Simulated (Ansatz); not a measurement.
# F on Sc (111)

This session takes Sc and sets out to find where and how strongly F adsorbs.

Program: Ansatz 0.2.0. Level of theory: DFT PBEsol, scalar-relativistic, plane waves, PAW. These are calculated values, not measurements.

2 further runs of the same task are left out: 2 set aside as unsound or not needed.

### 1 The starting structure

Symmetry: P-3m1, No. 164, trigonal system. The conventional cell has a = 3.219 Å, b = 3.219 Å, c = 22.256 Å, α = 90.00°, β = 90.00°, γ = 120.00°. Around Sc (site symmetry 3m) lie 9 Sc at 3.16 to 3.22 Å. Sc (site symmetry -3m) has 12 Sc at 3.15 to 3.22 Å as nearest neighbours.

Structure file:

```cif
data_structure
_symmetry_space_group_name_H-M 'P-3m1'
_symmetry_Int_Tables_number 164
_cell_length_a 3.2187
_cell_length_b 3.2187
_cell_length_c 22.2561
_cell_angle_alpha 90.000
_cell_angle_beta 90.000
_cell_angle_gamma 120.000
_cell_volume 199.68
loop_
_atom_site_label
_atom_site_type_symbol
_atom_site_symmetry_multiplicity
_atom_site_Wyckoff_symbol
_atom_site_fract_x
_atom_site_fract_y
_atom_site_fract_z
_atom_site_occupancy
Sc1 Sc 2 d 0.33333 0.66667 0.88535 1
Sc2 Sc 1 a 0.00000 0.00000 0.00000 1
```

Planes are indexed in the bulk's conventional cell (Fm-3m (No. 225)), a = 4.552 Å, b = 4.552 Å, c = 4.552 Å, α = 90.00°, β = 90.00°, γ = 90.00°.

It is a (111) slab, 5.3 Å thick as cut, with 17 Å of vacuum; its outer planes are Sc (top) and Sc (bottom). An earlier relaxation, lower half held, gave -6332.4866 eV, work function 3.61 eV.

### 2 F put at a top (Sc) site

Contents of input.yaml:

```yaml
crystal:
  lattice:
    - [3.2186815821, 0.0, 0.0]
    - [-1.6093407911, 2.7874600168, 0.0]
    - [0.0, 0.0, 24.2560850138]
  atoms:
    - { symbol: Sc, position: [0.6666666667, 0.3333333333, 0.3504275317] }
    - { symbol: Sc, position: [0.3333333333, 0.6666666667, 0.4557152779] }
    - { symbol: Sc, position: [0.0, 0.0, 0.5608268436] }
    - { symbol: F, position: [0.0, 0.0, 0.6548238756] }
basis:
  ecutwfc: 420
kpoints:
  mp_grid: { grid: [9, 9, 1] }
hamiltonian:
  xc: pbesol
scf:
  occupations: { method: gaussian, width: 0.1 }
output:
  forces: true
  eigenvalues: true
relax:
  adjacent_minimum: "off"
  f_tol: 0.03
  max_steps: 70
  constraints: [{ sites: [0] }]
efield:
  axis: 3
  dipole_correction: true
```

Further runs follow: start: F, hollow (nearest Sc); F put at a bridge (Sc-Sc) site.

What does the calculation give? Wanted: F: lowest end.

**Answer**, as computed:

| quantity | value |
| --- | --- |
| F: lowest end | E_ads -7.04 eV, from the bridge (Sc-Sc) start, 3 bonded, 1.15 Å high |

What this shows: F binds with 7.04 eV at best, a strong chemical bond when counted from the free atom, not from the element's molecule or solid; the ends span 1.07 eV. On the way to the lowest end the anchoring atom slid 0.9 Å from where it was put. It raises the work function by 0.23 eV, as a dipole layer with its negative end outwards does. The slab runs have no spin polarisation, while the free adsorbate has its spin; a moment that survived on the surface would lower E_ads. A start on a symmetric site keeps its symmetry, so an end may be a saddle point and not a minimum.
